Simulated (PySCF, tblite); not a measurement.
# C₃H₉NSi₃: a rotation path, then NMR shifts on frames, part 2 of 2

tblite 0.8.0 and PySCF 2.14.0. Atoms count from 0. The steps go on from the part before.

## Step 5: Shielding tensors: image 5, PBE0/pcSseg-1

What the job is given:

```
{"job": {"kind": "nmr", "xc": "PBE0", "basis": "pcSseg-1", "pop": false}, "charge": 0, "multiplicity": 1}
C     -1.558500    -2.269700    -1.343100
C     -0.997300    -1.213500    -0.756000
C     -1.290700     0.069500    -1.243700
N     -1.513600     1.137900    -1.603400
Si     0.197200    -1.323600     0.735300
Si     0.609000     0.805300     1.560700
Si     1.404800     2.369100     0.040200
H     -2.221800    -2.171800    -2.190300
H     -1.369300    -3.269300    -0.990100
H      1.381300    -2.006200     0.187600
H     -0.449400    -2.318300     1.605300
H     -0.615500     1.268500     2.235800
H      1.562500     0.627700     2.672600
H      1.590700     3.689800     0.645000
H      2.723800     1.948700    -0.448600
H      0.539300     2.536200    -1.118400
```

With the program's defaults for keys left out, this is: GIAO PBE0/pcSseg-1 NMR shielding, non-relativistic, gas phase.

The log of the run:

```text
coarse grid: 14776 points
cycle   1  E = -1042.1986029948  dE =  4.804e-01  |g| = 4.022e-01  |ddm| = 3.688e+00
cycle   2  E = -1042.0924054995  dE =  1.062e-01  |g| = 8.061e-01  |ddm| = 1.102e+00
cycle   3  E = -1042.2374226251  dE = -1.450e-01  |g| = 1.155e-01  |ddm| = 7.299e-01
cycle   4  E = -1042.2404416114  dE = -3.019e-03  |g| = 3.306e-02  |ddm| = 1.243e-01
cycle   5  E = -1042.2407239983  dE = -2.824e-04  |g| = 7.293e-03  |ddm| = 3.911e-02
cycle   6  E = -1042.2407365126  dE = -1.251e-05  |g| = 1.510e-03  |ddm| = 7.410e-03
cycle   7  E = -1042.2407370121  dE = -4.995e-07  |g| = 6.542e-04  |ddm| = 2.150e-03
final grid: 128744 points
cycle   8  E = -1042.2789957173  dE = -1.861e-05  |g| = 4.685e-03  |ddm| = 2.153e-02
cycle   9  E = -1042.2789950471  dE =  6.702e-07  |g| = 4.809e-03  |ddm| = 8.483e-03
cycle  10  E = -1042.2790008958  dE = -5.849e-06  |g| = 9.520e-04  |ddm| = 4.464e-03
cycle  11  E = -1042.2790011324  dE = -2.366e-07  |g| = 2.381e-04  |ddm| = 1.150e-03
cycle  12  E = -1042.2790011467  dE = -1.436e-08  |g| = 5.421e-05  |ddm| = 2.544e-04
cycle  13  E = -1042.2790011474  dE = -6.257e-10  |g| = 1.920e-05  |ddm| = 6.291e-05
converged SCF energy = -1042.2790011474

GIAO shielding tensors (ppm)
atom      isotropic    diamagn.    paramagn.     s11        s22        s33       span
  0 C       28.063     248.684    -220.621   -107.028     31.972    159.245    266.272
  1 C       65.041     264.153    -199.112    -49.687     71.110    173.701    223.389
  2 C       59.873     263.526    -203.653    -61.524    -46.665    287.807    349.331
  3 N      -59.149     341.383    -400.532   -196.921   -181.016    200.491    397.413
  4 Si     419.787     881.809    -462.022    377.831    415.616    465.914     88.084
  5 Si     480.491     881.851    -401.360    473.309    478.085    490.077     16.768
  6 Si     461.815     881.024    -419.209    444.720    463.501    477.224     32.503
  7 H       24.500      28.051      -3.551     19.704     24.091     29.704     10.000
  8 H       25.072      29.250      -4.178     20.661     24.450     30.105      9.444
  9 H       27.199      30.075      -2.876     23.923     25.585     32.089      8.166
 10 H       27.156      29.798      -2.641     23.409     25.723     32.337      8.929
 11 H       28.126      30.262      -2.136     24.737     25.541     34.099      9.362
 12 H       28.337      29.418      -1.080     24.481     25.861     34.670     10.188
 13 H       28.015      28.955      -0.941     24.460     25.426     34.158      9.697
 14 H       28.140      29.663      -1.523     24.834     25.858     33.729      8.895
 15 H       27.076      30.756      -3.680     21.931     26.900     32.395     10.464
```

It took 42 s on 1 thread of Arm Neoverse N1, shared host; peak memory 0.83 GiB.

In short: δ C0 158.9, C2 127.1, C1 121.9, N3 326.9, H7 7.22, H8 6.64 ppm.

## Step 6: Nuclear shieldings: image 6, PBE0/pcSseg-1

What the job is given:

```
{"job": {"kind": "nmr", "xc": "PBE0", "basis": "pcSseg-1", "pop": false}, "charge": 0, "multiplicity": 1}
C     -1.717100    -2.249100    -1.211900
C     -0.956500    -1.237300    -0.794300
C     -1.051600    -0.012700    -1.474800
N     -1.123600     1.001000    -2.010800
Si     0.262500    -1.336600     0.674300
Si     0.616900     0.776100     1.568100
Si     1.337600     2.433200     0.110000
H     -2.387800    -2.151200    -2.053300
H     -1.690500    -3.208100    -0.723300
H      1.469900    -1.949600     0.096000
H     -0.332100    -2.380200     1.523600
H     -0.613100     1.173000     2.276800
H      1.587500     0.586600     2.662800
H      1.505400     3.724700     0.781200
H      2.653800     2.069600    -0.427000
H      0.431300     2.640900    -1.008800
```

Level: GIAO PBE0/pcSseg-1 NMR shielding, non-relativistic, gas phase.

The log of the run:

```text
coarse grid: 14776 points
cycle   1  E = -1042.1988484134  dE =  4.800e-01  |g| = 4.031e-01  |ddm| = 3.687e+00
cycle   2  E = -1042.0917779951  dE =  1.071e-01  |g| = 8.091e-01  |ddm| = 1.103e+00
cycle   3  E = -1042.2379114401  dE = -1.461e-01  |g| = 1.152e-01  |ddm| = 7.307e-01
cycle   4  E = -1042.2409125192  dE = -3.001e-03  |g| = 3.312e-02  |ddm| = 1.248e-01
cycle   5  E = -1042.2411967169  dE = -2.842e-04  |g| = 7.259e-03  |ddm| = 3.985e-02
cycle   6  E = -1042.2412093007  dE = -1.258e-05  |g| = 1.475e-03  |ddm| = 7.638e-03
cycle   7  E = -1042.2412097991  dE = -4.983e-07  |g| = 5.625e-04  |ddm| = 2.122e-03
final grid: 128744 points
cycle   8  E = -1042.2795376660  dE = -1.850e-05  |g| = 4.677e-03  |ddm| = 2.273e-02
cycle   9  E = -1042.2795368449  dE =  8.211e-07  |g| = 4.869e-03  |ddm| = 8.428e-03
cycle  10  E = -1042.2795428049  dE = -5.960e-06  |g| = 9.794e-04  |ddm| = 4.534e-03
cycle  11  E = -1042.2795430545  dE = -2.495e-07  |g| = 2.466e-04  |ddm| = 1.168e-03
cycle  12  E = -1042.2795430695  dE = -1.502e-08  |g| = 6.393e-05  |ddm| = 2.628e-04
cycle  13  E = -1042.2795430701  dE = -6.564e-10  |g| = 3.868e-05  |ddm| = 8.215e-05
cycle  14  E = -1042.2795430704  dE = -3.015e-10  |g| = 1.312e-05  |ddm| = 3.461e-05
converged SCF energy = -1042.2795430704

GIAO shielding tensors (ppm)
atom      isotropic    diamagn.    paramagn.     s11        s22        s33       span
  0 C       27.713     248.353    -220.640   -106.810     32.710    157.239    264.049
  1 C       63.913     263.962    -200.049    -51.122     69.620    173.242    224.363
  2 C       59.917     263.319    -203.402    -60.773    -47.274    287.797    348.569
  3 N      -58.841     341.377    -400.218   -199.999   -180.969    204.445    404.445
  4 Si     416.100     881.754    -465.654    372.057    415.418    460.824     88.766
  5 Si     481.071     881.828    -400.757    474.152    478.728    490.333     16.181
  6 Si     463.123     880.986    -417.863    446.947    465.145    477.277     30.330
  7 H       24.578      27.946      -3.369     19.794     24.171     29.769      9.975
  8 H       25.013      29.194      -4.181     20.664     24.440     29.936      9.272
  9 H       27.139      29.802      -2.662     24.026     25.379     32.013      7.986
 10 H       27.256      30.146      -2.890     23.571     25.862     32.335      8.765
 11 H       28.181      30.190      -2.009     24.706     25.725     34.112      9.406
 12 H       28.342      29.430      -1.088     24.466     25.911     34.649     10.182
 13 H       28.058      28.914      -0.856     24.465     25.487     34.223      9.758
 14 H       28.102      29.686      -1.585     24.849     25.862     33.594      8.745
 15 H       26.891      30.791      -3.900     21.567     26.643     32.461     10.894
```

It took 43 s on 1 thread of Arm Neoverse N1, shared host; peak memory 1 GiB.

In short: δ C0 159.2, C2 127.0, C1 123.0, N3 326.6, H7 7.14, H8 6.70 ppm.

## Step 7: Shielding tensors: image 8, PBE0/pcSseg-1

What the job is given:

```
{"job": {"kind": "nmr", "xc": "PBE0", "basis": "pcSseg-1", "pop": false}, "charge": 0, "multiplicity": 1}
C     -1.964100    -2.021300    -0.914900
C     -0.849600    -1.293100    -0.866100
C     -0.573000    -0.334200    -1.853100
N     -0.282200     0.476900    -2.613200
Si     0.454400    -1.379900     0.519400
Si     0.527400     0.702100     1.545800
Si     1.178700     2.495200     0.225000
H     -2.693000    -1.919000    -1.705200
H     -2.179600    -2.752600    -0.153700
H      1.704000    -1.753600    -0.158700
H      0.045400    -2.557700     1.297600
H     -0.799100     0.943600     2.143700
H      1.399300     0.553600     2.723800
H      1.528400     3.661200     1.043500
H      2.371000     2.149900    -0.549900
H      0.124400     2.909200    -0.695500
```

With the program's defaults for keys left out, this is: GIAO PBE0/pcSseg-1 NMR shielding, non-relativistic, gas phase.

The log of the run:

```text
coarse grid: 14776 points
cycle   1  E = -1042.2035675858  dE =  4.752e-01  |g| = 3.994e-01  |ddm| = 3.693e+00
cycle   2  E = -1042.1000920220  dE =  1.035e-01  |g| = 7.984e-01  |ddm| = 1.081e+00
cycle   3  E = -1042.2419339323  dE = -1.418e-01  |g| = 1.142e-01  |ddm| = 7.130e-01
cycle   4  E = -1042.2448823313  dE = -2.948e-03  |g| = 3.400e-02  |ddm| = 1.282e-01
cycle   5  E = -1042.2451826972  dE = -3.004e-04  |g| = 7.322e-03  |ddm| = 4.139e-02
cycle   6  E = -1042.2451954608  dE = -1.276e-05  |g| = 1.520e-03  |ddm| = 8.147e-03
cycle   7  E = -1042.2451959722  dE = -5.114e-07  |g| = 6.224e-04  |ddm| = 2.220e-03
final grid: 128744 points
cycle   8  E = -1042.2832775853  dE = -1.807e-05  |g| = 4.528e-03  |ddm| = 2.157e-02
cycle   9  E = -1042.2832770549  dE =  5.303e-07  |g| = 4.616e-03  |ddm| = 8.321e-03
cycle  10  E = -1042.2832823960  dE = -5.341e-06  |g| = 9.049e-04  |ddm| = 4.416e-03
cycle  11  E = -1042.2832825984  dE = -2.024e-07  |g| = 2.636e-04  |ddm| = 1.082e-03
cycle  12  E = -1042.2832826144  dE = -1.594e-08  |g| = 9.269e-05  |ddm| = 2.848e-04
cycle  13  E = -1042.2832826160  dE = -1.589e-09  |g| = 4.315e-05  |ddm| = 1.045e-04
cycle  14  E = -1042.2832826164  dE = -4.111e-10  |g| = 9.918e-06  |ddm| = 3.461e-05
converged SCF energy = -1042.2832826164

GIAO shielding tensors (ppm)
atom      isotropic    diamagn.    paramagn.     s11        s22        s33       span
  0 C       31.796     248.761    -216.965    -99.982     36.657    158.713    258.695
  1 C       61.340     265.189    -203.849    -53.463     63.526    173.958    227.421
  2 C       61.943     263.096    -201.154    -59.811    -48.451    294.090    353.901
  3 N      -58.663     341.663    -400.326   -193.248   -182.735    199.994    393.242
  4 Si     404.375     882.107    -477.732    366.009    394.655    452.461     86.452
  5 Si     478.948     882.196    -403.248    471.071    477.111    488.662     17.591
  6 Si     461.973     880.879    -418.906    449.543    463.472    472.904     23.361
  7 H       24.873      28.177      -3.304     20.304     24.431     29.885      9.581
  8 H       25.047      29.833      -4.786     20.854     24.449     29.839      8.985
  9 H       27.123      29.818      -2.695     24.550     25.080     31.741      7.191
 10 H       27.275      30.499      -3.224     23.746     25.679     32.400      8.654
 11 H       28.308      30.563      -2.255     24.841     25.995     34.089      9.248
 12 H       28.331      29.732      -1.401     24.375     25.916     34.702     10.326
 13 H       28.009      28.885      -0.877     24.296     25.483     34.247      9.951
 14 H       27.978      30.078      -2.099     24.575     26.215     33.146      8.571
 15 H       27.768      30.676      -2.908     23.814     26.644     32.845      9.031
```

Wall time 43 s (1 thread of Arm Neoverse N1, shared host); peak memory 0.87 GiB.

This run: δ C0 155.1, C1 125.6, C2 125.0, N3 326.4, H7 6.84, H8 6.67 ppm.

## Step 8: Run by run: NMR shifts

Shifts (ppm) of some atoms, chosen among heavy atoms and hydrogens apart, with basis size and wall time:

| frame | C0 | C1 | C2 | H11 | H15 | Si4 | Si6 | functions | time |
| --- | --- | --- | --- | --- | --- | --- | --- | --- | --- |
| image 0 | 155.6 | 124.7 | 123.8 | 3.73 | 3.49 | -58.4 | -118.0 | 185 | 44 s |
| image 2 | 156.6 | 123.8 | 124.5 | 3.83 | 3.63 | -60.3 | -116.9 | 185 | 44 s |
| image 5 | 158.9 | 121.9 | 127.1 | 3.59 | 4.64 | -70.6 | -112.7 | 185 | 42 s |
| image 6 | 159.2 | 123.0 | 127.0 | 3.54 | 4.83 | -66.9 | -114.0 | 185 | 43 s |
| image 8 | 155.1 | 125.6 | 125.0 | 3.41 | 3.95 | -55.2 | -112.8 | 185 | 43 s |

## Step 9: What came out

What follows sums up all 2 parts.

| quantity | value |
| --- | --- |
| barrier | 0.043 eV (1.0 kcal/mol) at image 5 |
| end to end (GFN2-xTB) | -0.012 eV |
| ¹³C shifts against TMS (PBE0/pcSseg-1, image 0) | 155.6, 124.7, 123.8 ppm |
| ¹H shifts against TMS (PBE0/pcSseg-1, image 0) | 6.89, 6.62, 4.72, 4.33, 3.73, 3.63, 3.49, 3.45, 3.39 ppm |
| ¹⁵N shifts against NH3 (PBE0/pcSseg-1, image 0) | 325.6 ppm |
| ²⁹Si shifts against TMS (PBE0/pcSseg-1, image 0) | -58.4, -118.0, -130.1 ppm |
| range of the shift of Si4 | -70.6 to -55.2 ppm |

In words: Along the band the dihedral turns by 132°, and the top (dihedral 9°) lies 1.0 kcal/mol above the start (GFN2-xTB, rough), so at room temperature this motion is fast. Ends this close can change order at a higher level. The top was not checked by a frequency run. Shifts at one fixed geometry are not the observed spectrum, which averages over the motion. In the first frame run (image 0): The largest span, 400 ppm, is at N3, where the paramagnetic term is -399 ppm. Across the 5 runs the shift of Si4 moves most, between -70.6 (image 5) and -55.2 ppm (image 8).
